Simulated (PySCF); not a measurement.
Runs of PySCF 2.14.0 on NSiFH2. The cell holds a molecule in a box, 5 atoms: a = 12.000 Å, b = 12.000 Å, c = 11.000 Å, α = 90.00°, β = 90.00°, γ = 90.00°. 

```csv
task,level,three-body dispersion term,conv_tol,grid for exchange and correlation,three-centre integrals,exxdiv,gap on the mesh (eV)
atomic charges,PW91+D3(BJ),no,1e-07 Ha,"Becke, atom-centred",read from an earlier run's file,-,4.12
atomic charges,B3LYP5,-,1e-07 Ha,"Becke, atom-centred",read from an earlier run's file,ewald,5.76
atomic charges,SOGGA11,-,1e-07 Ha,"Becke, atom-centred",read from an earlier run's file,-,(a)
atomic charges,PBE,-,1e-07 Ha,"Becke, atom-centred",-,-,4.12
atomic charges,PBE0+D3(BJ),no,1e-07 Ha,"Becke, atom-centred",read from an earlier run's file,ewald,6.15
MP2 correlation energy,HF,-,1e-08 Ha,-,read from an earlier run's file,ewald,12.07
excitation energies (Tamm-Dancoff),PBE0,-,1e-08 Ha,"Becke, atom-centred",read from an earlier run's file,ewald,6.15
CCSD(T) correlation energy,HF,-,1e-08 Ha,-,read from an earlier run's file,ewald,12.07
```

Alike in all rows: potentials or basis cc-pvdz (all-electron); no spin polarisation; cell as given; k mesh 1 × 1 × 1; smearing fixed.

Estimate the missing entries.

(a) 4.06.

Caveats: this is a molecule in a periodic box at the Γ point, so its band gap is the HOMO-LUMO gap; the basis of atomic orbitals isn't converged, which shifts pressures, moduli and gaps; the basis is small and the box finite, so much correlation energy is missing and levels can be off by tenths of an eV (some runs); the iterative solver can pass over a root and still report convergence (some runs).

